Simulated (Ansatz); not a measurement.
**BH8NSi2: how energies converge with the basis set**

An exercise on one series of results from a longer session: the logs are not shown, and one member is left open.

Program: Ansatz 0.2.0, Gaussian basis. Level of theory: one geometry, several basis sets. These are calculated values, not measurements.

Plan: PBE0-D4/def2-SVP; ωB97M-V/def2-SVP; PBE0-D4/def2-QZVPP; ωB97M-V/def2-QZVPP; the functionals' def2-TZVPP values are taken from earlier runs.

**Structure used throughout**

All runs share one geometry, relaxed beforehand with PBE0-D4 in a triple-zeta def2 set.

SMILES `B[SiH2]N[SiH3]`, 12 atoms, charge 0, spin multiplicity 1.

Atoms are counted from 1 here; the program's logs count them from 0.

Bond lengths: B1–Si2 2.003 Å, B1–H5 1.197 Å, B1–H6 1.198 Å, Si2–N3 1.733 Å, Si2–H7 1.502 Å, Si2–H8 1.490 Å, N3–Si4 1.725 Å, N3–H9 1.010 Å, Si4–H10 1.491 Å, Si4–H11 1.488 Å, Si4–H12 1.485 Å. Angles: Si2–B1–H5 119.8°, Si2–B1–H6 123.0°, H5–B1–H6 117.1°, B1–Si2–N3 113.1°, B1–Si2–H7 104.6°, B1–Si2–H8 112.4°, N3–Si2–H7 113.1°, N3–Si2–H8 107.6°, H7–Si2–H8 105.8°, Si2–N3–Si4 128.4°, Si2–N3–H9 115.0°, Si4–N3–H9 116.0°, N3–Si4–H10 113.5°, N3–Si4–H11 110.2°, N3–Si4–H12 107.3°, H10–Si4–H11 107.3°, H10–Si4–H12 108.3°, H11–Si4–H12 110.1°.

As a file:

```mol
BH8NSi2
  3D, bonds by distance, orders not assigned

 12 11  0  0  0  0  0  0  0  0999 V2000
   -1.7274    1.9146    0.1732 B   0  0
   -0.9563    0.1297   -0.3083 Si  0  0
    0.5766   -0.1738    0.4401 N   0  0
    1.7913   -1.3062   -0.0257 Si  0  0
   -2.6599    2.3453   -0.4403 H   0  0
   -1.3314    2.5697    1.0943 H   0  0
   -2.0134   -0.8604    0.0898 H   0  0
   -0.7794   -0.0350   -1.7781 H   0  0
    0.7145    0.2824    1.3309 H   0  0
    1.7449   -2.5787    0.7497 H   0  0
    3.1447   -0.7184    0.1681 H   0  0
    1.5727   -1.6243   -1.4598 H   0  0
  1  2  8  0
  2  3  8  0
  3  4  8  0
  1  5  8  0
  1  6  8  0
  2  7  8  0
  2  8  8  0
  3  9  8  0
  4 10  8  0
  4 11  8  0
  4 12  8  0
M  END
```

Set-up of the first run:

in.yaml reads:

```yaml
crystal:
  periodic: [false, false, false]
  atoms:
    - {symbol: B, position_ang: [-1.727376, 1.914585, 0.173247]}
    - {symbol: Si, position_ang: [-0.956339, 0.129705, -0.308285]}
    - {symbol: N, position_ang: [0.576605, -0.173823, 0.440117]}
    - {symbol: Si, position_ang: [1.791339, -1.306216, -0.025664]}
    - {symbol: H, position_ang: [-2.659933, 2.345277, -0.440327]}
    - {symbol: H, position_ang: [-1.331418, 2.569667, 1.094328]}
    - {symbol: H, position_ang: [-2.013407, -0.860355, 0.089786]}
    - {symbol: H, position_ang: [-0.779403, -0.035027, -1.778108]}
    - {symbol: H, position_ang: [0.714484, 0.282417, 1.330928]}
    - {symbol: H, position_ang: [1.744850, -2.578745, 0.749713]}
    - {symbol: H, position_ang: [3.144660, -0.718389, 0.168142]}
    - {symbol: H, position_ang: [1.572736, -1.624298, -1.459773]}
basis:
  gaussian: {orbitals: def2-SVP}
hamiltonian: {xc: pbe0, dispersion: d4}
output: {orbitals: {seedname: orbitals}}
```

On the command line:

```sh
$ ansatz run in.yaml --threads 4 --pin off --events-out ev --progress --plain --max-ram 10444MiB
```

Steps of the session up to this table: PBE0-D4 in def2-SVP; ωB97M-V in def2-SVP; PBE0-D4 in def2-QZVPP; ωB97M-V in def2-QZVPP.

One table of the session follows, with a row left open; its other results are not shown here.

```
functional       basis  HOMO (eV)  LUMO (eV)
   PBE0-D4    def2-SVP      -7.23      -2.38
   PBE0-D4  def2-TZVPP      -7.36      -2.43
   PBE0-D4  def2-QZVPP      -7.38      -2.44
   ωB97M-V    def2-SVP          ?          ?
   ωB97M-V  def2-TZVPP      -9.62      -0.47
   ωB97M-V  def2-QZVPP      -9.64      -0.52
```

Estimate the missing values for ωB97M-V, def2-SVP.

The run gave: HOMO (eV): -9.45; LUMO (eV): -0.31. In the column «HOMO (eV)» it lies between ωB97M-V, def2-TZVPP (-9.62) and PBE0-D4, def2-QZVPP (-7.38).
